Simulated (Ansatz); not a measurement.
# Zn (Zinc): how the settings move a relaxation

Question: which choices in the input matter for Zn (Zinc)?

The COD entry's cell or inner coordinates are ideal or old and differ from later refinements, so a difference from it is no clean test against experiment.

Program: Ansatz 0.2.0. Level of theory: reference: DFT, r2SCAN, PAW with Ansatz's default frozen-core files, scalar-relativistic; relaxation of cell and atoms. These are calculated values, not measurements.

### 1 The structure to begin with

It takes space group P6_3/mmc (No. 194, hexagonal). The conventional cell has a = 2.670 Å, b = 2.670 Å, c = 4.966 Å, α = 90.00°, β = 90.00°, γ = 120.00°. Zn (site symmetry -6m2) is surrounded by 12 Zn at 2.67 to 2.92 Å.

Structure file:

```cif
data_structure
_symmetry_space_group_name_H-M 'P 1'
_symmetry_Int_Tables_number 1
_cell_length_a 2.6700
_cell_length_b 2.6700
_cell_length_c 4.9660
_cell_angle_alpha 90.000
_cell_angle_beta 90.000
_cell_angle_gamma 120.000
_cell_volume 30.66
loop_
_atom_site_label
_atom_site_type_symbol
_atom_site_fract_x
_atom_site_fract_y
_atom_site_fract_z
_atom_site_occupancy
Zn1 Zn 0.33333 0.66667 0.25000 1
Zn2 Zn 0.66667 0.33333 0.75000 1
```

### 2 Reference

Contents of input.yaml:

```yaml
crystal:
  lattice:
    - [2.67, 0.0, 0.0]
    - [-1.335, 2.3122878281, 0.0]
    - [0.0, 0.0, 4.966]
  atoms:
    - { symbol: Zn, position: [0.333333333333, 0.666666666667, 0.25] }
    - { symbol: Zn, position: [0.666666666667, 0.333333333333, 0.75] }
kpoints:
  mp_grid: { grid: [14, 14, 8] }
scf:
  occupations: { method: fermi_dirac, width: 0.1 }
hamiltonian:
  xc: r2scan
  pseudopotentials: { kind: paw }
relax:
  f_tol: 0.002
  max_steps: 80
  cell: {}
output:
  forces: true
  stress: true
```

Command:

```bash
$ ansatz run input.yaml --threads 1 --pin off --max-ram 3072MiB --backend cpu --events-out ev --progress --plain --runs-dir out
```

The main lines of its log:

```text
[...]
Basis set: ecut = 500 eV, 775 PW (Γ), exchange–correlation on 80×80×160 points (64 copies of the dense FFT grid, shifted against one another)
[...]
k-points: 120 of 1568
[...]
SCF iter   1: F=—  HF=-6651.329589 eV  |F-HF|=—  |Δ(HF+E_count)|=         —  Δρ=2.27e-2  dr2=7.74e-2  dr2_τ=2.00e-3  ethr=1.77e-3  ⟨swp⟩=5.1  Hψ=10093  notcnv=0
preconditioner: auto → none  [metal: Δε(μ)=0.076 eV  Ē_g=13.907 eV  σ=0.100 eV  W_gap=0.19  n_scr=4 (ndim 8)  ℏωp=32.9 eV  f_vac=0.000  D(μ)=0.45/eV (n_scr^D=2)  sad-step TF]
SCF iter   2: F=—  HF=-6651.314935 eV  |F-HF|=—  |Δ(HF+E_count)|=   1.47e-2  Δρ=1.26e-3  dr2=2.64e-4  dr2_τ=3.54e-4  ethr=3.23e-4  ⟨swp⟩=2.1  Hψ=4809  notcnv=0
[...]
relax step   1: F+E_penalty+E_count = -6651.31114662 eV  Δ(F+E_penalty+E_count) = +0.000e0 eV  max|allowed force component| = 7.401e-17 eV/Å  Δτ_max = 0.0000 Å  P = -4.867 GPa  Ω = 30.659 Å³  (6 SCF iters, dr2 threshold 1.00e-7 eV, accepted)
[...]
Basis set: ecut = 500 eV, 725 PW (Γ), exchange–correlation on 80×80×160 points (64 copies of the dense FFT grid, shifted against one another)
[...]
relax step   2: F+E_penalty+E_count = -6651.34566579 eV  Δ(F+E_penalty+E_count) = -3.452e-2 eV  max|allowed force component| = 2.128e-16 eV/Å  Δτ_max = 0.0000 Å  P = -0.907 GPa  Ω = 28.936 Å³  energy of the carried Pulay correction = +5.247e-4 eV  (6 SCF iters
[...]
Basis set: ecut = 500 eV, 713 PW (Γ), exchange–correlation on 80×80×160 points (64 copies of the dense FFT grid, shifted against one another)
[...]
relax step   3: F+E_penalty+E_count = -6651.34811208 eV  Δ(F+E_penalty+E_count) = -2.446e-3 eV  max|allowed force component| = 1.480e-16 eV/Å  Δτ_max = 0.0000 Å  P = +0.491 GPa  Ω = 28.394 Å³  energy of the carried Pulay correction = +7.048e-4 eV  (5 SCF iters
[...]
relax step   4: F+E_penalty+E_count = -6651.34846315 eV  Δ(F+E_penalty+E_count) = -3.511e-4 eV  max|allowed force component| = 1.480e-16 eV/Å  Δτ_max = 0.0000 Å  P = +0.205 GPa  Ω = 28.457 Å³  energy of the carried Pulay correction = +6.889e-4 eV  (5 SCF iters
[...]
relax step   5: F+E_penalty+E_count = -6651.34867393 eV  Δ(F+E_penalty+E_count) = -2.108e-4 eV  max|allowed force component| = 2.313e-16 eV/Å  Δτ_max = 0.0000 Å  P = -0.020 GPa  Ω = 28.484 Å³  energy of the carried Pulay correction = +6.873e-4 eV  (4 SCF iters
[...]
relax step   6: F+E_penalty+E_count = -6651.34869967 eV  Δ(F+E_penalty+E_count) = -2.575e-5 eV  max|allowed force component| = 1.388e-16 eV/Å  Δτ_max = 0.0000 Å  P = -0.004 GPa  Ω = 28.464 Å³  energy of the carried Pulay correction = +6.959e-4 eV  (5 SCF iters
Basis set: ecut = 500 eV, 713 PW (Γ), exchange–correlation on 80×80×144 points (64 copies of the dense FFT grid, shifted against one another)
[...]
SCF iter   4: F=-6651.348296 eV  HF=-6651.348296 eV  |F-HF|=1.00e-11  |Δ(HF+E_count)|=  8.46e-11  Δρ=1.76e-7  dr2=4.91e-12  dr2_τ=6.44e-14  ethr=1.00e-12  ⟨swp⟩=4.9  Hψ=10782  notcnv=0
[...]
relax step   9: F+E_penalty+E_count = -6651.34829568 eV  Δ(F+E_penalty+E_count) = +7.284e-6 eV  max|allowed force component| = 2.220e-16 eV/Å  Δτ_max = 0.0000 Å  P = -0.002 GPa  Ω = 28.447 Å³  stress off target by 4.09e-3 GPa  SCF on the basis re-selected at t
[...]
SCF converged after 4 iterations
Free energy (F): -6651.348296 eV
[...]
E sigma→0 (E₀):  -6651.342997 eV
[...]
Fermi energy:    11.943882 eV
[...]
  P = ⅓ Tr σ = -0.0022 GPa (-0.022 kbar)
--- Relaxed structure (7 steps of the walk, 7 accepted, 2 SCFs on fresh bases) ---
[...]
```

Wall time 41 s (1 thread of Intel Xeon Platinum 8488C (Sapphire Rapids), shared host); peak memory 0.47 GiB.

### 3 Changed: occupations.method methfessel_paxton, occupations.width 0.15

Edit input.yaml of step 2 so:

```diff
@@ -11,3 +11,3 @@
 scf:
-  occupations: { method: fermi_dirac, width: 0.1 }
+  occupations: { method: methfessel_paxton, width: 0.15 }
 hamiltonian:
@@ -22 +22,5 @@
   stress: true
+  write_density: true
+  write_potential: true
+  elf: true
+  volumetric_format: npy
```

Command:

```bash
$ ansatz run input.yaml --threads 1 --pin off --max-ram 3072MiB --backend cpu --events-out ev --progress --plain --runs-dir out
```

Standard output:

```text
Engine: ansatz 0.2.0
Pseudopotentials: kind: paw
Pseudopotential: Zn, paw, valence charge 12, recommended cutoff 500 eV (meta_gga), Zn.paw.azcp
Functional definition: r2SCAN
  parameter k0 = 0.174
  parameter k1 = 0.065
  parameter a1 = 4.9479
  exchange = r2scan_x(k0 = k0, k1 = k1, a1 = a1)
  correlation = r2scan_c
Crystal: 2 atoms, lattice volume = 30.659 Å³
Basis set: ecut = 500 eV, 775 PW (Γ), exchange–correlation on 80×80×160 points (64 copies of the dense FFT grid, shifted against one another)
Bands: 16, of which v1, the nominal top of the filled ones, is band 12 counted from 1 (11 counted from 0)
Symmetry: 24 space group operations
Space group: P63/mmc (ITA 194), of the structure as read, at distance tolerance 3.1e-5 Å
k-points: 120 of 1568
Non-local potential: Zn, projectors of the file, l = 0: 2, l = 1: 2, l = 2: 3, l = 3: 1
PAW form: soft (Blöchl's): semilocal exchange-correlation on the pseudo side does not see the compensation charge
PAW frozen core: Zn, regenerated for the run's functional (the file was generated under x = pbe(κ = 0.804, μ = 0.2195149727645171), c = pbe(β = 0.06672455060314922))
PAW one-centre angular grid: Zn, 590 points (default); XC on 261 of its mesh's 2673 points in the sphere
Initial density: superposition of atomic densities (neutral atoms: chi_scale 0, normalization atom), corrected by the library's trained network
Initial wavefunctions: pseudopotential atomic-orbital guess
Functional: x = r2scan, c = r2scan; τ floored in thin density (d = 2e-4 eV/Å³)
SCF iter   1: F=—  HF=-6651.322432 eV  |F-HF|=—  |Δ(HF+E_count)|=         —  Δρ=2.27e-2  dr2=7.73e-2  dr2_τ=2.01e-3  ethr=1.77e-3  ⟨swp⟩=5.0  Hψ=9993  notcnv=0
preconditioner: auto → none  [metal: Δε(μ)=0.076 eV  Ē_g=13.907 eV  σ=0.150 eV  W_gap=0.40  n_scr=4 (ndim 8)  ℏωp=32.9 eV  f_vac=0.000  D(μ)=0.37/eV (n_scr^D=2)  sad-step TF]
SCF iter   2: F=—  HF=-6651.307782 eV  |F-HF|=—  |Δ(HF+E_count)|=   1.46e-2  S|Δr|=    0.00e0  Δρ=1.25e-3  dr2=2.52e-4  dr2_τ=3.51e-4  ethr=3.22e-4  ⟨swp⟩=2.0  Hψ=4784  notcnv=0  defer=3
SCF iter   3: F=—  HF=-6651.304422 eV  |F-HF|=—  |Δ(HF+E_count)|=   3.36e-3  S|Δr|=    0.00e0  Δρ=2.73e-3  dr2=1.18e-3  dr2_τ=3.21e-6  ethr=1.05e-6  ⟨swp⟩=3.2  Hψ=4394  notcnv=0  defer=3
SCF iter   4: F=—  HF=-6651.303979 eV  |F-HF|=—  |Δ(HF+E_count)|=   4.43e-4  S|Δr|=    0.00e0  Δρ=2.09e-4  dr2=4.95e-6  dr2_τ=1.73e-7  ethr=1.05e-6  ⟨swp⟩=2.0  Hψ=3362  notcnv=0  defer=3
SCF iter   5: F=—  HF=-6651.303994 eV  |F-HF|=—  |Δ(HF+E_count)|=   1.42e-5  S|Δr|=    0.00e0  Δρ=5.19e-5  dr2=5.24e-7  dr2_τ=4.32e-9  ethr=2.06e-8  ⟨swp⟩=2.1  Hψ=3427  notcnv=0  defer=3
SCF iter   6: F=-6651.303995 eV  HF=-6651.303995 eV  |F-HF|=9.00e-9  |Δ(HF+E_count)|=   1.17e-6  S|Δr|=    0.00e0  Δρ=1.57e-5  dr2=4.19e-8  dr2_τ=1.78e-10  ethr=4.17e-10  ⟨swp⟩=8.8  Hψ=13473  notcnv=0
SCF 1 converged in 6 iterations: F = -6651.303995 eV  dr2 = 4.19e-8
  Residual-converged pass: ⟨swp⟩=1.0  Hψ=2402  notcnv=0  max |occ|·‖R‖ = 7.0e-9 eV (tolerance 1.0e-8 eV)  dr2=4.19e-8  dr2_τ=1.78e-10  dr2_onsite=1.39e-8  max |Δocc| = 2.0e-10
relax step   1: F+E_penalty+E_count = -6651.30399486 eV  Δ(F+E_penalty+E_count) = +0.000e0 eV  max|allowed force component| = 3.701e-17 eV/Å  Δτ_max = 0.0000 Å  P = -4.938 GPa  Ω = 30.659 Å³  (6 SCF iters, dr2 threshold 1.00e-7 eV, accepted)
Crystal: 2 atoms, lattice volume = 28.842 Å³
Basis set: ecut = 500 eV, 725 PW (Γ), exchange–correlation on 80×80×160 points (64 copies of the dense FFT grid, shifted against one another)
Initial density: handed on by an earlier stage of this run
Initial wavefunctions: those handed on with the density
iter 1 solved again at ethr=2.50e-5 eV; its pass at ethr=3.10e-3 eV (dr2=6.01e-3 eV) is discarded
SCF iter   1: F=—  HF=-6651.291186 eV  |F-HF|=—  |Δ(HF+E_count)|=         —  Δρ=5.75e-3  dr2=6.52e-3  dr2_τ=1.21e-2  ethr=2.50e-5  ⟨swp⟩=1.7  Hψ=14550  notcnv=0
preconditioner: auto → none  [metal: Δε(μ)=0.040 eV  Ē_g=14.009 eV  σ=0.150 eV  W_gap=0.22  n_scr=4 (ndim 8)  ℏωp=33.9 eV  f_vac=0.000  D(μ)=0.43/eV (n_scr^D=2)]
SCF iter   2: F=—  HF=-6651.341555 eV  |F-HF|=—  |Δ(HF+E_count)|=   5.04e-2  S|Δr|=    0.00e0  Δρ=2.42e-3  dr2=7.45e-4  dr2_τ=1.75e-5  ethr=2.50e-5  ⟨swp⟩=2.0  Hψ=3839  notcnv=0
SCF iter   3: F=—  HF=-6651.340991 eV  |F-HF|=—  |Δ(HF+E_count)|=   5.64e-4  S|Δr|=    0.00e0  Δρ=6.32e-4  dr2=9.74e-5  dr2_τ=7.33e-7  ethr=3.10e-6  ⟨swp⟩=2.0  Hψ=4193  notcnv=0
SCF iter   4: F=—  HF=-6651.341021 eV  |F-HF|=—  |Δ(HF+E_count)|=   3.04e-5  S|Δr|=    0.00e0  Δρ=1.89e-4  dr2=7.08e-6  dr2_τ=3.04e-7  ethr=4.06e-7  ⟨swp⟩=2.3  Hψ=3277  notcnv=0
SCF iter   5: F=—  HF=-6651.341031 eV  |F-HF|=—  |Δ(HF+E_count)|=   9.53e-6  S|Δr|=    0.00e0  Δρ=7.19e-5  dr2=6.20e-7  dr2_τ=7.63e-9  ethr=2.95e-8  ⟨swp⟩=2.0  Hψ=3362  notcnv=0
SCF iter   6: F=-6651.341032 eV  HF=-6651.341032 eV  |F-HF|=1.10e-8  |Δ(HF+E_count)|=   1.33e-6  S|Δr|=    0.00e0  Δρ=1.24e-5  dr2=1.90e-8  dr2_τ=2.79e-10  ethr=8.33e-10  ⟨swp⟩=10.6  Hψ=15635  notcnv=0
SCF 2 converged in 6 iterations: F = -6651.341032 eV  dr2 = 1.90e-8
  Residual-converged pass: ⟨swp⟩=1.0  Hψ=2402  notcnv=0  max |occ|·‖R‖ = 7.0e-9 eV (tolerance 1.0e-8 eV)  dr2=1.90e-8  dr2_τ=2.79e-10  dr2_onsite=8.01e-9  max |Δocc| = 2.0e-10
relax step   2: F+E_penalty+E_count = -6651.34103219 eV  Δ(F+E_penalty+E_count) = -3.704e-2 eV  max|allowed force component| = 1.573e-16 eV/Å  Δτ_max = 0.0000 Å  P = -0.770 GPa  Ω = 28.842 Å³  energy of the carried Pulay correction = +5.586e-4 eV  (6 SCF iters, dr2 threshold 2.00e-7 eV, accepted)
Crystal: 2 atoms, lattice volume = 28.470 Å³
Basis set: ecut = 500 eV, 713 PW (Γ), exchange–correlation on 80×80×160 points (64 copies of the dense FFT grid, shifted against one another)
iter 1 solved again at ethr=2.10e-6 eV; its pass at ethr=3.10e-3 eV (dr2=5.04e-4 eV) is discarded
SCF iter   1: F=—  HF=-6651.339657 eV  |F-HF|=—  |Δ(HF+E_count)|=         —  Δρ=1.40e-3  dr2=4.40e-4  dr2_τ=6.76e-4  ethr=2.10e-6  ⟨swp⟩=2.3  Hψ=14381  notcnv=0
preconditioner: auto → none  [metal: Δε(μ)=0.022 eV  Ē_g=14.137 eV  σ=0.150 eV  W_gap=0.13  n_scr=2 (ndim 8)  ℏωp=34.1 eV  f_vac=0.000  D(μ)=0.42/eV (n_scr^D=2)]
SCF iter   2: F=—  HF=-6651.342563 eV  |F-HF|=—  |Δ(HF+E_count)|=   2.91e-3  S|Δr|=    0.00e0  Δρ=6.68e-4  dr2=5.75e-5  dr2_τ=1.29e-6  ethr=1.83e-6  ⟨swp⟩=2.0  Hψ=3368  notcnv=0
SCF iter   3: F=—  HF=-6651.342524 eV  |F-HF|=—  |Δ(HF+E_count)|=   3.92e-5  S|Δr|=    0.00e0  Δρ=1.55e-4  dr2=5.56e-6  dr2_τ=6.73e-8  ethr=2.40e-7  ⟨swp⟩=2.1  Hψ=3460  notcnv=0
SCF iter   4: F=—  HF=-6651.342527 eV  |F-HF|=—  |Δ(HF+E_count)|=   2.56e-6  S|Δr|=    0.00e0  Δρ=6.19e-5  dr2=7.35e-7  dr2_τ=1.57e-8  ethr=2.32e-8  ⟨swp⟩=2.3  Hψ=3307  notcnv=0
SCF iter   5: F=-6651.342528 eV  HF=-6651.342528 eV  |F-HF|=7.68e-8  |Δ(HF+E_count)|=   1.02e-6  S|Δr|=    0.00e0  Δρ=2.21e-5  dr2=5.88e-8  dr2_τ=6.76e-10  ethr=8.33e-10  ⟨swp⟩=10.4  Hψ=15880  notcnv=0
SCF 3 converged in 5 iterations: F = -6651.342528 eV  dr2 = 5.88e-8
  Residual-converged pass: ⟨swp⟩=1.0  Hψ=2401  notcnv=0  max |occ|·‖R‖ = 7.0e-9 eV (tolerance 1.0e-8 eV)  dr2=5.88e-8  dr2_τ=6.76e-10  dr2_onsite=3.36e-8  max |Δocc| = 2.5e-10
relax step   3: F+E_penalty+E_count = -6651.34252767 eV  Δ(F+E_penalty+E_count) = -1.495e-3 eV  max|allowed force component| = 2.405e-16 eV/Å  Δτ_max = 0.0000 Å  P = +0.224 GPa  Ω = 28.470 Å³  energy of the carried Pulay correction = +6.805e-4 eV  (5 SCF iters, dr2 threshold 2.00e-7 eV, accepted)
[... 9 lines left out ...]
relax step   4: F+E_penalty+E_count = -6651.34290579 eV  Δ(F+E_penalty+E_count) = -3.781e-4 eV  max|allowed force component| = 5.921e-16 eV/Å  Δτ_max = 0.0000 Å  P = +0.282 GPa  Ω = 28.414 Å³  energy of the carried Pulay correction = +7.045e-4 eV  (4 SCF iters, dr2 threshold 2.00e-7 eV, accepted)
[... 10 lines left out ...]
relax step   5: F+E_penalty+E_count = -6651.34343175 eV  Δ(F+E_penalty+E_count) = -5.260e-4 eV  max|allowed force component| = 1.573e-16 eV/Å  Δτ_max = 0.0000 Å  P = +0.040 GPa  Ω = 28.429 Å³  energy of the carried Pulay correction = +7.090e-4 eV  (5 SCF iters, dr2 threshold 2.00e-7 eV, accepted)
[... 10 lines left out ...]
relax step   6: F+E_penalty+E_count = -6651.34365428 eV  Δ(F+E_penalty+E_count) = -2.225e-4 eV  max|allowed force component| = 2.405e-16 eV/Å  Δτ_max = 0.0000 Å  P = +0.019 GPa  Ω = 28.355 Å³  energy of the carried Pulay correction = +7.441e-4 eV  (5 SCF iters, dr2 threshold 2.00e-7 eV, accepted)
[... 8 lines left out ...]
relax step   7: F+E_penalty+E_count = -6651.34377547 eV  Δ(F+E_penalty+E_count) = -1.212e-4 eV  max|allowed force component| = 1.665e-16 eV/Å  Δτ_max = 0.0000 Å  P = -0.006 GPa  Ω = 28.395 Å³  energy of the carried Pulay correction = +7.266e-4 eV  (4 SCF iters, dr2 threshold 2.00e-7 eV, accepted)
[... 7 lines left out ...]
relax step   8: F+E_penalty+E_count = -6651.34378297 eV  Δ(F+E_penalty+E_count) = -7.498e-6 eV  max|allowed force component| = 2.498e-16 eV/Å  Δτ_max = 0.0000 Å  P = -0.001 GPa  Ω = 28.387 Å³  energy of the carried Pulay correction = +7.299e-4 eV  (3 SCF iters, dr2 threshold 1.11e-8 eV, accepted)
Basis set: ecut = 500 eV, 713 PW (Γ), exchange–correlation on 80×80×144 points (64 copies of the dense FFT grid, shifted against one another)
Initial wavefunctions: pseudopotential atomic-orbital guess (no wavefunctions were taken with the density)
iter 1 solved again at ethr=3.39e-9 eV; its pass at ethr=3.10e-3 eV (dr2=8.14e-7 eV) is discarded
SCF iter   1: F=—  HF=-6651.343383 eV  |F-HF|=—  |Δ(HF+E_count)|=         —  Δρ=9.97e-5  dr2=8.38e-7  dr2_τ=6.18e-7  ethr=3.39e-9  ⟨swp⟩=4.0  Hψ=16757  notcnv=0
preconditioner: auto → none  [metal: Δε(μ)=0.046 eV  Ē_g=14.140 eV  σ=0.150 eV  W_gap=0.25  n_scr=2 (ndim 8)  ℏωp=34.1 eV  f_vac=0.000  D(μ)=0.27/eV (n_scr^D=0)]
SCF iter   2: F=—  HF=-6651.343384 eV  |F-HF|=—  |Δ(HF+E_count)|=   9.57e-7  S|Δr|=    0.00e0  Δρ=7.83e-5  dr2=7.21e-7  dr2_τ=2.71e-8  ethr=3.39e-9  ⟨swp⟩=2.0  Hψ=3364  notcnv=0
SCF iter   3: F=—  HF=-6651.343384 eV  |F-HF|=—  |Δ(HF+E_count)|=   5.79e-7  S|Δr|=    0.00e0  Δρ=4.95e-5  dr2=3.94e-7  dr2_τ=4.69e-9  ethr=3.00e-9  ⟨swp⟩=2.0  Hψ=3364  notcnv=0
SCF iter   4: F=—  HF=-6651.343384 eV  |F-HF|=—  |Δ(HF+E_count)|=   2.50e-7  S|Δr|=    0.00e0  Δρ=3.77e-6  dr2=8.44e-10  dr2_τ=1.76e-10  ethr=1.64e-9  ⟨swp⟩=2.0  Hψ=3229  notcnv=0
SCF iter   5: F=—  HF=-6651.343384 eV  |F-HF|=—  |Δ(HF+E_count)|=   4.60e-9  S|Δr|=    0.00e0  Δρ=5.05e-7  dr2=3.14e-11  dr2_τ=4.94e-12  ethr=3.52e-12  ⟨swp⟩=2.1  Hψ=3423  notcnv=0
SCF iter   6: F=-6651.343384 eV  HF=-6651.343384 eV  |F-HF|=8.19e-12  |Δ(HF+E_count)|=  1.00e-10  S|Δr|=    0.00e0  Δρ=1.22e-7  dr2=1.63e-12  dr2_τ=9.11e-14  ethr=1.00e-12  ⟨swp⟩=6.0  Hψ=9291  notcnv=0
SCF 9 converged in 6 iterations: F = -6651.343384 eV  dr2 = 1.63e-12
relax step   9: F+E_penalty+E_count = -6651.34338392 eV  Δ(F+E_penalty+E_count) = +3.991e-4 eV  max|allowed force component| = 2.220e-16 eV/Å  Δτ_max = 0.0000 Å  P = -0.033 GPa  Ω = 28.387 Å³  stress off target by 3.27e-2 GPa  SCF on the basis re-selected at this cell (its energy is not comparable with the rows above)  (6 SCF iters)
basis re-selected at this cell: Δ(F+E_penalty+E_count) = +3.991e-4 eV, ΔP = -0.032 GPa vs the last step (what re-selecting the basis moved, of the pressure what is left beyond the Pulay correction that the steps carried, after the strain that the cell walked since its last selection, with what the two solves' SCF thresholds leave and, on support functions, any second-order correction that the steps lacked; it is no measure of the basis error at this ecutwfc). The dense FFT grid was sized anew with the basis: this SCF ran on 20×20×36 points, the steps before it on 20×20×40, so part of this shift can come from that change (see relax.cell in the input reference). This SCF's stress stands 3.27e-2 GPa from its target on what of the cell is left free (relax.cell.stress_tol is 5.00e-2 GPa) and its largest allowed force component is 2.22e-16 eV/Å (relax.f_tol is 2.00e-3 eV/Å): within both
SCF converged after 6 iterations
Stability not checked: this state was not tested for a lower state beside it, because cold or Methfessel-Paxton smearing, or corrected tetrahedra, fill the levels in a way that the test cannot read (fill_not_monotonic; see scf.lower_state_search)
Free energy (F): -6651.343384 eV
Harris-Foulkes:  -6651.343384 eV  (|F-HF|=8.19e-12)
Internal energy: -6651.343444 eV  (E = F + TS)
E sigma→0 (E₀):  -6651.343399 eV
Entropy (-TS):   0.000060 eV (0.030 meV/atom)
Fermi energy:    12.000451 eV
--- Per-component energies (eV) ---
  E_band       = 108.963809
  E_kinetic    = 261.725965
  E_local      = -2984.083830  (includes V_loc(G=0)·N_el)
  E_nonlocal   = 1227.028037
  E_hartree    = 1257.507851
  E_xc         = -249.705823
  E_vxc        = -110.376648  (∫ρ·V_xc dr)
  E_paw        = -3691.843982  (= ΣΔE_a)
  E_vpaw       = -806.788739  (= ΣTr[D̂ρ^β])
  E_aug_tail   = -0.000105  (compensation charges beyond the density's cutoff)
  E_vtau       = 6.443480  (kinetic-family band-sum trace: ∫τ·v_τ [+ j·A + Jᵃ·Aᵃ] dr)
  E_ewald      = -2471.606319
  E_core_change = -0.365237  (= ΣΔE_core)
  E_smearing   = 0.000060  (= −TS)
  E_closure    = 0.000000  (closes the sum)
  Σ components = -6651.343384   (vs F -6651.343384, Δ=0.00e0)
--- Forces (eV/Å), atoms counted from 1 ---
  atom   1  Zn    -0.00000000     0.00000000    -0.00000000
  atom   2  Zn    -0.00000000    -0.00000000     0.00000000
  max |Σ_I F_I| component: 7.40e-17 eV/Å
--- Stress (GPa, compression-positive) ---
       -0.032670       0.000000      -0.000000
       -0.000000      -0.032670       0.000000
       -0.000000       0.000000      -0.032420
  P = ⅓ Tr σ = -0.0326 GPa (-0.326 kbar)
--- Band table (eV; the first three rows and the last of 120) ---
  k-point 0: bands = ["0.5298", "2.8289", "3.6784", "3.8623", "3.8623", "3.9390", "3.9390", "4.2114", "4.2114", "4.5216", "4.5216", "8.0879", "9.6723", "29.0584", "30.0204", "30.0204"]
  k-point 1: bands = ["0.6450", "2.8208", "3.6739", "3.8573", "3.8573", "3.9309", "3.9309", "4.2311", "4.2311", "4.5151", "4.5151", "6.9465", "11.0556", "27.0094", "30.1379", "30.1379"]
  k-point 2: bands = ["0.9835", "2.7744", "3.6693", "3.8493", "3.8493", "3.9098", "3.9098", "4.2813", "4.2813", "4.4945", "4.4945", "5.5294", "13.2175", "24.0172", "30.4822", "30.4822"]
  k-point 119: bands = ["3.4505", "3.4505", "3.6378", "3.6378", "3.8718", "3.8718", "4.1423", "4.1423", "4.5375", "4.5375", "12.1310", "12.1310", "13.4848", "13.4848", "15.2473", "15.2473"]
--- Relaxed structure (8 steps of the walk, 8 accepted, 1 SCFs on fresh bases) ---
  F+E_penalty+E_count = -6651.34338392 eV   max|allowed force component| = 2.220e-16 eV/Å   (the final SCF, on the basis selected at the relaxed cell)
  cell:  # Å, volume = 28.3873 Å³
    - [2.6535581819749408, -2.802475767870183e-32, 1.1389603807741108e-32]
    - [-1.3267790909874704, 2.298048796010349, -7.781664446478162e-33]
    - [1.792427253310429e-32, -2.852095221037373e-33, 4.655178729734134]
  atoms:
    - { symbol: Zn, position: [0.3333333333333334, 0.6666666666666669, 0.25] }
    - { symbol: Zn, position: [0.6666666666666669, 0.3333333333333334, 0.75] }
```

Run time: 42 s. Hardware: 1 thread of Intel Xeon Platinum 8488C (Sapphire Rapids), shared host; peak memory 0.49 GiB.

Changing the smearing moves the energy by -0.2 meV/atom (σ→0 values), and the final volume goes from 28.45 to 28.39 Å³.

### 4 All runs together

```
                                                            run     ending        energy change  pressure (GPa)  gap (eV)  force (eV/Å)  cycles  time
                                                      reference  converged                    0             0.0      0.00          0.00      46  41 s
1: occupations.method methfessel_paxton, occupations.width 0.15  converged  -0.2 meV/atom (σ→0)             0.0      0.00          0.00      44  42 s
```

Times don't compare one to one where runs were asked for different outputs or read a saved state (see the inputs); cycles may leave out searches for a lower state.

**Reading.** Changing the smearing moves the energy by -0.2 meV/atom (σ→0 values), and the final volume goes from 28.45 to 28.39 Å³.
